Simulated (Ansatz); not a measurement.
# H4MoN2OS: basis-set convergence

The task here is to estimate one member of a computed series from the others.

Method: one geometry, several basis sets; program: Ansatz 0.2.0, Gaussian basis.

The runs, in order: PBE0-D4/def2-SVP; ωB97M-V/def2-SVP; PBE0-D4/def2-QZVPP; ωB97M-V/def2-QZVPP; the functionals' def2-TZVPP values are taken from earlier runs.

### Structure used throughout

An earlier PBE0-D4 in a triple-zeta def2 set relaxation fixed the geometry. Mo takes the def2 core potential; no spin-orbit term is included.

SMILES `[NH2][Mo]([NH2])(=[O])=[S]`, 9 atoms, charge 0, spin multiplicity 1.

Atoms are counted from 1 here; the program's logs count them from 0.

Bond lengths: N1–Mo2 1.924 Å, N1–H6 1.008 Å, N1–H7 1.009 Å, Mo2–N3 1.924 Å, Mo2–O4 1.673 Å, Mo2–S5 2.120 Å, N3–H8 1.009 Å, N3–H9 1.008 Å. Angles: Mo2–N1–H6 124.7°, Mo2–N1–H7 122.9°, H6–N1–H7 112.1°, N1–Mo2–N3 111.2°, N1–Mo2–O4 107.5°, N1–Mo2–S5 108.2°, N3–Mo2–O4 107.5°, N3–Mo2–S5 108.2°, O4–Mo2–S5 114.3°, Mo2–N3–H8 122.9°, Mo2–N3–H9 124.7°, H8–N3–H9 112.1°.

Set-up of the first run:

Input file in.yaml:

```yaml
crystal:
  periodic: [false, false, false]
  atoms:
    - {symbol: N, position_ang: [-1.383944, 0.394732, -0.800873]}
    - {symbol: Mo, position_ang: [0.446373, -0.075573, -0.437821]}
    - {symbol: N, position_ang: [0.718670, -0.419888, 1.435770]}
    - {symbol: O, position_ang: [0.774241, -1.493268, -1.263083]}
    - {symbol: S, position_ang: [1.673772, 1.561145, -0.994975]}
    - {symbol: H, position_ang: [-1.745707, 1.335613, -0.800597]}
    - {symbol: H, position_ang: [-2.073323, -0.277250, -1.102090]}
    - {symbol: H, position_ang: [0.683963, -1.346114, 1.833873]}
    - {symbol: H, position_ang: [0.994555, 0.274200, 2.112696]}
basis:
  gaussian: {orbitals: def2-SVP}
hamiltonian: {xc: pbe0, dispersion: d4}
output: {orbitals: {seedname: orbitals}}
```

On the command line:

```bash
> ansatz run in.yaml --threads 4 --pin off --events-out ev --progress --plain --max-ram 10444MiB
```

Steps of the session up to this table: PBE0-D4 in def2-SVP; ωB97M-V in def2-SVP; PBE0-D4 in def2-QZVPP; ωB97M-V in def2-QZVPP.

One table of the session follows, with a row left open; its other results are not shown here.

It belongs to the step «Functionals by basis». 

| functional | basis | HOMO (eV) | LUMO (eV) |
| --- | --- | --- | --- |
| PBE0-D4 | def2-SVP | ? | ? |
| PBE0-D4 | def2-TZVPP | -7.35 | -2.48 |
| PBE0-D4 | def2-QZVPP | -7.38 | -2.51 |
| ωB97M-V | def2-SVP | -9.31 | -0.31 |
| ωB97M-V | def2-TZVPP | -9.43 | -0.44 |
| ωB97M-V | def2-QZVPP | -9.47 | -0.50 |

Estimate the missing values for PBE0-D4, def2-SVP.

As computed: HOMO (eV): -7.25; LUMO (eV): -2.39. In the column «HOMO (eV)» it is the highest.
